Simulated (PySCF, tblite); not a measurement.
# C4H9N3OSi2: geometry, infrared bands and NMR shifts

What infrared bands and NMR shifts should C4H9N3OSi2 (`Cc1ncnnc1O[SiH2][SiH3]`) show?

Programs: tblite 0.8.0 and PySCF 2.14.0, with density-fitted response routines of our own. Each step states its level of theory. These are calculated values for one molecule in the gas phase, unless marked as measured. Atoms are numbered from 0 throughout.

## (1) Starting geometry

19 atoms, charge 0, multiplicity 1; geometry from: force field or distance geometry start.

Bonds of the start (Å): C0–C1 1.50, C1–N2 1.34, N2–C3 1.35, C3–N4 1.35, N4–N5 1.35, N5–C6 1.34, C6–O7 1.38, O7–Si8 1.66, Si8–Si9 2.30, C6–C1 1.39, C0–H10 1.09, C0–H11 1.10, C0–H12 1.10, C3–H13 1.07, Si8–H14 1.47, Si8–H15 1.50, Si9–H16 1.49, Si9–H17 1.50, Si9–H18 1.49.

## (2) Optimising the geometry with GFN2-xTB

What the job is given:

```
{"job": {"kind": "relax", "xc": "GFN2-xTB", "basis": "xTB"}, "charge": 0, "multiplicity": 1}
C     -2.110900    -1.782300    -0.129600
C     -1.804000    -0.316300    -0.028300
N     -2.775500     0.552100    -0.326200
C     -2.450700     1.859300    -0.225000
N     -1.246200     2.317600     0.176900
N     -0.275100     1.427100     0.474000
C     -0.544700     0.113900     0.380200
O      0.439200    -0.800200     0.685700
Si     1.988900    -0.564100     1.224500
Si     3.282400     0.517800    -0.344600
H     -1.464500    -2.261500    -0.861200
H     -2.004500    -2.273100     0.844200
H     -3.158700    -1.925300    -0.447100
H     -3.203600     2.587000    -0.457000
H      2.573800    -1.886400     1.514100
H      1.951900     0.178800     2.526800
H      2.817300     1.905900    -0.621200
H      3.276200    -0.243600    -1.632100
H      4.699000     0.602600     0.121000
```

Launch:

```sh
> OMP_NUM_THREADS=1 python probes_run.py task.json out
```

This one command runs all jobs of the session in turn.

**Question.** This job is followed by: GFN2-xTB harmonic vibrations, gas phase; GIAO PBE0/pcSseg-1 NMR shielding, non-relativistic, gas phase. Predict these results of the whole session: strongest single infrared mode (GFN2-xTB); zero-point energy (GFN2-xTB); 13C shifts against TMS (PBE0/pcSseg-1); 1H shifts against TMS (PBE0/pcSseg-1, means over atoms taken as alike); 15N shifts against NH3 (PBE0/pcSseg-1); 17O shifts against H2O (PBE0/pcSseg-1); 29Si shifts against TMS (PBE0/pcSseg-1); surface potential, 1st and 99th percentile.

**Answer**, as computed:

| quantity | value |
| --- | --- |
| strongest single infrared mode (GFN2-xTB) | 712 cm⁻¹, 579 km/mol |
| zero-point energy (GFN2-xTB) | 77.8 kcal/mol |
| 13C shifts against TMS (PBE0/pcSseg-1) | 168.7, 157.9, 157.7, 22.8 ppm |
| 1H shifts against TMS (PBE0/pcSseg-1, means over atoms taken as alike) | 9.47, 5.44, 3.67, 2.71 ppm |
| 15N shifts against NH3 (PBE0/pcSseg-1) | 409.5, 395.7, 346.5 ppm |
| 17O shifts against H2O (PBE0/pcSseg-1) | 121.4 ppm |
| 29Si shifts against TMS (PBE0/pcSseg-1) | -22.6, -115.1 ppm |
| surface potential, 1st and 99th percentile | -1.60 V and 1.53 V |

What this shows: The optimisation took 150 steps and gained 0.451 eV; among the close pairs (by a distance rule), C6–O7 changed most, from 1.377 to 1.310 Å. All 51 modes are real, so the xTB geometry is a minimum. The strongest single mode, at 712 cm⁻¹, is spread over many atoms; the largest shares are those of H15, H14. GFN2-xTB is a fitted tight-binding method: band positions and strengths are rough. Its intensities can rank the bands wrongly. At PBE0/pcSseg-1: The widest tensor belongs to N4: span 702 ppm, with a paramagnetic part of -466 ppm. NICS(1)zz of -24 ppm above the planar ring from C1 marks a diatropic (aromatic) ring current. At PBE0/pcSseg-1, counted by nearest atom on the grid, the HOMO lies on N4 34 %; N5 23 %, the LUMO on C1 23 %; N2, N5 about 22 % each.
